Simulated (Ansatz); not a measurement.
# C₂HFSe: basis-set convergence

Aim: see how fast density functionals converge with the basis set for C₂HFSe.

The runs use Ansatz 0.2.0, Gaussian basis; one geometry, several basis sets.

Plan: PBE0-D4/def2-SVP; ωB97M-V/def2-SVP; PBE0-D4/def2-QZVPP; ωB97M-V/def2-QZVPP; the functionals' def2-TZVPP values are taken from earlier runs.

## 1. The geometry

An earlier PBE0-D4 in a triple-zeta def2 set relaxation fixed the geometry.

SMILES `FC1=C[Se]1`, 5 atoms, charge 0, spin multiplicity 1.

Atoms are counted from 1 here; the program's logs count them from 0.

Bond lengths: F1–C2 1.295 Å, C2–C3 1.273 Å, C2–Se4 1.914 Å, C3–Se4 2.039 Å, C3–H5 1.073 Å. Angles: F1–C2–C3 145.4°, F1–C2–Se4 138.0°, C3–C2–Se4 76.6°, C2–C3–Se4 66.0°, C2–C3–H5 155.7°, Se4–C3–H5 138.4°, C2–Se4–C3 37.4°.

## 2. PBE0-D4 in def2-SVP

in.yaml reads:

```yaml
crystal:
  periodic: [false, false, false]
  atoms:
    - {symbol: F, position_ang: [-0.351891, -1.459396, 1.110438]}
    - {symbol: C, position_ang: [-0.221321, -0.498080, 0.252905]}
    - {symbol: C, position_ang: [0.468253, 0.517281, -0.085719]}
    - {symbol: Se, position_ang: [-1.110843, 0.136899, -1.318243]}
    - {symbol: H, position_ang: [1.265802, 1.229697, -0.000879]}
basis:
  gaussian: {orbitals: def2-SVP}
hamiltonian: {xc: pbe0, dispersion: d4}
output: {orbitals: {seedname: orbitals}}
```

The run is started by

```
$ ansatz run in.yaml --threads 2 --pin off --events-out ev --progress --plain --max-ram 4352MiB
```

The runs that follow: ωB97M-V in def2-SVP; PBE0-D4 in def2-QZVPP; ωB97M-V in def2-QZVPP.

**Question.** What will the summary of the whole plan be? Wanted: PBE0-D4: double and triple zeta above quadruple; ωB97M-V: double and triple zeta above quadruple.

**Answer**, as computed:

| quantity | value |
| --- | --- |
| PBE0-D4: double and triple zeta above quadruple | 15.33, 1.63 eV |
| ωB97M-V: double and triple zeta above quadruple | 15.37, 1.57 eV |

In words: PBE0-D4 gains 13.70 eV from double to triple zeta, then 1.63 eV more. Total energies overstate the basis error of differences, where much of it tends to cancel. The LUMO of ωB97M-V is positive and keeps falling with the basis (1.08 to 0.58 eV): an unbound level that the basis holds in place.
